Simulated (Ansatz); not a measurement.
# Li7NbO6: properties at the relaxed cell

An exercise on one series of results from a longer session: the logs are not shown, and one member is left open.

Computed with Ansatz 0.2.0 (DFT r2SCAN, scalar-relativistic, plane waves, PAW, unless a step's input says otherwise).

## Starting point

Symmetry: R3, No. 146, trigonal system. The conventional cell has a = 5.515 Å, b = 5.515 Å, c = 14.577 Å, α = 90.00°, β = 90.00°, γ = 120.00°. Li (site symmetry 1) is surrounded by 4 O at 1.86 to 2.00 Å. Li (site symmetry 1) is surrounded by 4 O at 1.94 to 1.99 Å. Li (site symmetry 3) is surrounded by 6 O at 2.07 to 2.37 Å. Nb (site symmetry 3) has 6 O at 1.98 to 2.03 Å in its first shell of neighbours. O (site symmetry 1) has 5 Li at 1.94 to 2.07 Å and 1 Nb at 2.03 Å in its first shell of neighbours. O (site symmetry 1) has 5 Li at 1.86 to 2.37 Å and 1 Nb at 1.98 Å in its first shell of neighbours.

As a file:

```xyz
14
Lattice="2.7575 1.5921 4.8589 -2.7575 1.5921 4.8589 0.0000 -3.1841 4.8589" Properties=species:S:1:pos:R:3 pbc="T T T"
Li   -0.6328    1.5610    6.5350
Li   -1.9230    0.2917    8.0299
Li    1.2141    1.5195    8.0299
Li    0.0000    0.0000    9.5228
Li   -1.0354   -1.3285    6.5350
Li    1.6683   -0.2324    6.5350
Li    0.7089   -1.8112    8.0299
Nb    0.0000    0.0000    0.0116
O    -0.6715    1.6867    8.5280
O    -2.0014    0.1820    6.0449
O     1.1583    1.6423    6.0449
O    -1.1250   -1.4249    8.5280
O     1.7965   -0.2618    8.5280
O     0.8431   -1.8243    6.0449
```

It goes back to an entry of the Materials Project, which need not be the stable form.

It is the result of an earlier relaxation at this level (volume 9.14 Å³/atom; gap on the mesh: 4.27 eV).

Set-up of the first run:

The input, input.yaml:

```yaml
crystal:
  lattice:
    - [2.7296933437, 1.5759891868, 4.8097831735]
    - [-2.7296933437, 1.5759891868, 4.8097831735]
    - [0.0, -3.1519783735, 4.8097831736]
  atoms:
    - { symbol: Li, position: [0.4969847407, 0.7264818984, 0.1215024328] }
    - { symbol: Li, position: [0.2327371234, 0.930078302, 0.489803801] }
    - { symbol: Li, position: [0.930078302, 0.489803801, 0.2327371234] }
    - { symbol: Li, position: [0.6532964174, 0.6532964174, 0.6532964174] }
    - { symbol: Li, position: [0.1215024328, 0.4969847407, 0.7264818984] }
    - { symbol: Li, position: [0.7264818984, 0.1215024328, 0.4969847407] }
    - { symbol: Li, position: [0.489803801, 0.2327371234, 0.930078302] }
    - { symbol: Nb, position: [0.0007925476, 0.0007925476, 0.0007925476] }
    - { symbol: O, position: [0.639863196, 0.8833789166, 0.2319093794] }
    - { symbol: O, position: [0.0708512722, 0.7966512763, 0.3765866963] }
    - { symbol: O, position: [0.7966512763, 0.3765866963, 0.0708512722] }
    - { symbol: O, position: [0.2319093794, 0.639863196, 0.8833789166] }
    - { symbol: O, position: [0.8833789166, 0.2319093794, 0.639863196] }
    - { symbol: O, position: [0.3765866963, 0.0708512722, 0.7966512763] }
basis:
  ecutwfc: 500
kpoints:
  mp_grid: { grid: [6, 6, 6] }
hamiltonian:
  xc: r2scan
scf:
  occupations: { method: gaussian, width: 0.02 }
output:
  forces: true
  stress: true
  eigenvalues: true
relax:
  adjacent_minimum: "off"
  f_tol: 0.01
  max_steps: 30
  cell: { stress_tol: 0.1, fix: [volume] }
```

On the command line:

```console
> ansatz run input.yaml --threads 4 --pin off --max-ram 10240MiB --backend cpu --events-out ev --progress --plain --runs-dir out
```

Steps of the session up to this table: The cell scaled to 0.97 of its volume; Volume × 1.03; Volume × 0.94; Point at V/V0 = 1.06; Point at V/V0 = 0.91; Point at V/V0 = 1.10; Volume × 0.88.

One of the session's tables, all rows but one given; the rest of the session is left out.

It belongs to the step «Energy against volume». 

| volume (Å³/atom) | energy above the lowest point (meV/atom) | pressure (GPa) | gap on the mesh (eV) |
| --- | --- | --- | --- |
| 8.045 | 52.6 | 17.14 | 4.46 |
| 8.319 | 27.9 | 11.79 | 4.41 |
| 8.594 | 11.8 | 7.23 | 4.36 |
| 8.868 | ? | ? | ? |
| 9.142 | 0.0 | 0.02 | 4.27 |
| 9.416 | 2.4 | -2.78 | 4.23 |
| 9.691 | 9.3 | -5.14 | 4.20 |
| 10.056 | 24.1 | -7.72 | 4.15 |

**Question.** Estimate the row for volume (Å³/atom) = 8.868.

Worked estimate for «energy above the lowest point (meV/atom)». A straight line through the neighbours (8.594, 11.8) and (9.142, 0.0) gives 11.8 + (0.0 − 11.8) × (8.868 − 8.594) / (9.142 − 8.594) = 5.9; a parabola fitted to 4 rows on both sides gives 2.8.

**Answer.** energy above the lowest point (meV/atom): 2.8; pressure (GPa): 3.34; gap on the mesh (eV): 4.31. In «energy above the lowest point (meV/atom)» the line misses by +3.1 and the parabola by 0.0.
